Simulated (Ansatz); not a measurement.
# C4H12Al2F2: basis-set convergence

An exercise on one series of results from a longer session: the logs are not shown, and one member is left open.

Computed with Ansatz 0.2.0, Gaussian basis. Level: one geometry, several basis sets.

Levels to be run: PBE0-D4/def2-SVP; ωB97M-V/def2-SVP; PBE0-D4/def2-QZVPP; ωB97M-V/def2-QZVPP; the functionals' def2-TZVPP values are taken from earlier runs.

1 further run of the same task is left out (it didn't finish).

## Structure used throughout

The geometry comes from an earlier relaxation with PBE0-D4 in a triple-zeta def2 set; it is a stationary point, not always the lowest conformer.

SMILES `C[CH2][Al@H-]1[F+][Al@@H-]([CH2]C)[F+]1`, 20 atoms, charge 0, spin multiplicity 1.

Atoms are counted from 1 here; the program's logs count them from 0.

Bond lengths: C1–C2 1.530 Å, C1–H9 1.094 Å, C1–H10 1.094 Å, C1–H11 1.094 Å, C2–Al3 1.945 Å, C2–H12 1.098 Å, C2–H13 1.098 Å, Al3–F4 1.833 Å, Al3–F8 1.833 Å, Al3–H14 1.577 Å, F4–Al5 1.834 Å, Al5–C6 1.949 Å, Al5–F8 1.834 Å, Al5–H15 1.578 Å, C6–C7 1.531 Å, C6–H16 1.097 Å, C6–H17 1.097 Å, C7–H18 1.094 Å and more. Angles: C2–C1–H9 111.7°, C2–C1–H10 111.7°, C2–C1–H11 112.1°, H9–C1–H10 106.9°, H9–C1–H11 107.0°, H10–C1–H11 107.0°, C1–C2–Al3 115.6°, C1–C2–H12 110.0°, C1–C2–H13 110.0°, Al3–C2–H12 108.0°, Al3–C2–H13 108.0°, H12–C2–H13 104.6°, C2–Al3–F4 110.3°, C2–Al3–F8 110.3°, C2–Al3–H14 127.7°, F4–Al3–F8 80.2°, F4–Al3–H14 109.1°, F8–Al3–H14 109.0° and more.

Set-up of the first run:

The input, in.yaml:

```yaml
crystal:
  periodic: [false, false, false]
  atoms:
    - {symbol: C, position_ang: [2.401222, -0.102167, 0.444050]}
    - {symbol: C, position_ang: [2.510181, -1.036067, -0.762913]}
    - {symbol: Al, position_ang: [0.839349, -1.424484, -1.679478]}
    - {symbol: F, position_ang: [-0.491316, -1.757372, -0.463276]}
    - {symbol: Al, position_ang: [-1.491161, -0.233653, -0.669630]}
    - {symbol: C, position_ang: [-1.357698, 0.925299, 0.891575]}
    - {symbol: C, position_ang: [-2.688476, 1.518237, 1.360703]}
    - {symbol: F, position_ang: [-0.150987, 0.105813, -1.874805]}
    - {symbol: H, position_ang: [1.741846, -0.511702, 1.214318]}
    - {symbol: H, position_ang: [1.996165, 0.874417, 0.164751]}
    - {symbol: H, position_ang: [3.372076, 0.076639, 0.915451]}
    - {symbol: H, position_ang: [2.960958, -1.990160, -0.460045]}
    - {symbol: H, position_ang: [3.211891, -0.620043, -1.497580]}
    - {symbol: H, position_ang: [0.623168, -2.342326, -2.943497]}
    - {symbol: H, position_ang: [-2.805278, -0.595446, -1.464549]}
    - {symbol: H, position_ang: [-0.891874, 0.358496, 1.707284]}
    - {symbol: H, position_ang: [-0.647074, 1.730642, 0.667699]}
    - {symbol: H, position_ang: [-3.407143, 0.739450, 1.630774]}
    - {symbol: H, position_ang: [-3.160164, 2.123726, 0.581720]}
    - {symbol: H, position_ang: [-2.565685, 2.160730, 2.237450]}
basis:
  gaussian: {orbitals: def2-SVP}
hamiltonian: {xc: pbe0, dispersion: d4}
output: {orbitals: {seedname: orbitals}}
```

Started as:

```console
> ansatz run in.yaml --threads 2 --pin off --events-out ev --progress --plain --max-ram 22528MiB --backend cpu
```

Among the steps run: PBE0-D4 in def2-SVP; ωB97M-V in def2-SVP; PBE0-D4 in def2-QZVPP; ωB97M-V in def2-QZVPP.

One table of the session follows, with a row left open; its other results are not shown here.

It belongs to the step «Functionals by basis». 

| functional | basis | HOMO (eV) | LUMO (eV) |
| --- | --- | --- | --- |
| PBE0-D4 | def2-SVP | -7.63 | 0.18 |
| PBE0-D4 | def2-TZVPP | -7.63 | -0.13 |
| PBE0-D4 | def2-QZVPP | ? | ? |
| ωB97M-V | def2-SVP | -9.84 | 1.82 |
| ωB97M-V | def2-TZVPP | -9.86 | 1.34 |
| ωB97M-V | def2-QZVPP | -9.86 | 0.82 |

**Question.** Estimate the row for PBE0-D4, def2-QZVPP.

**Answer.** HOMO (eV): -7.63; LUMO (eV): -0.29.
